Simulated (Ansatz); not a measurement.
Predict the output of the script below (Ansatz's Python interface).

Script `ip_fgeh4nsi.py`:
```python
'''Vertical ionisation energy of FGeH4NSi.'''

from dataclasses import dataclass

import ansatz


@dataclass(frozen=True)
class RunConfig:
    basis_set: str = 'def2-TZVP'
    functional: str = 'cam_b3lyp'


opts = RunConfig()


def single_point(molecule, charge=0, unpaired=0):
    calc = (
        molecule.calculation()
        .basis(gaussian=opts.basis_set)  # the orbital basis, by name
        .functional(opts.functional)
    )
    if charge:
        calc = calc.charge(charge)
    if unpaired:
        calc = calc.spin('collinear', total=unpaired)
    report = calc.run(threads=1).report
    if report['published_state_doubts']:
        print('  doubts:', report['published_state_doubts'])
    return report['free_energy_ev']

GEOMETRY = '''
F    -1.05060    2.17780    0.61170
Ge   -0.22480    1.08380   -0.41180
N     0.79330   -0.03260    0.66150
Si   -0.39500   -1.12460    0.15870
H     0.64600    1.59590   -1.60680
H     1.67100   -0.27010    0.11450
H    -1.39210   -1.39730    1.25720
H     0.04440   -2.09010   -0.84090
'''

molecule = ansatz.Crystal.molecule()
for line in GEOMETRY.strip().splitlines():
    symbol, *xyz = line.split()
    molecule = molecule.atom(symbol, [float(v) for v in xyz])

# delta-SCF style differences, no relaxation
parent = single_point(molecule, 0, 0)
cation = single_point(molecule, 1, 1)
print(f'E(N)   = {parent:.5f} eV')
print(f'E(N-1) = {cation:.5f} eV  (1 unpaired)')
print(f'vertical ionisation energy {cation - parent:.3f} eV')
```

```console
$ python ip_fgeh4nsi.py
E(N)   = -68671.96697 eV
E(N-1) = -68663.54614 eV  (1 unpaired)
vertical ionisation energy 8.421 eV
```

At this unrelaxed geometry removing an electron costs 8.42 eV.

What to keep in mind:
- The settings weren't tested for convergence.
- The geometry is a force-field or estimated start, not a minimum of this method, and the basis set is short of its limit. All parts are taken at fixed geometry, without zero-point energy. At an unrelaxed start these energies can be a whole eV from those at the minimum, and a small affinity can change sign.
- It ran for 23 s on 1 thread of Arm Neoverse V2 (shared host), peak memory 0.68 GiB.
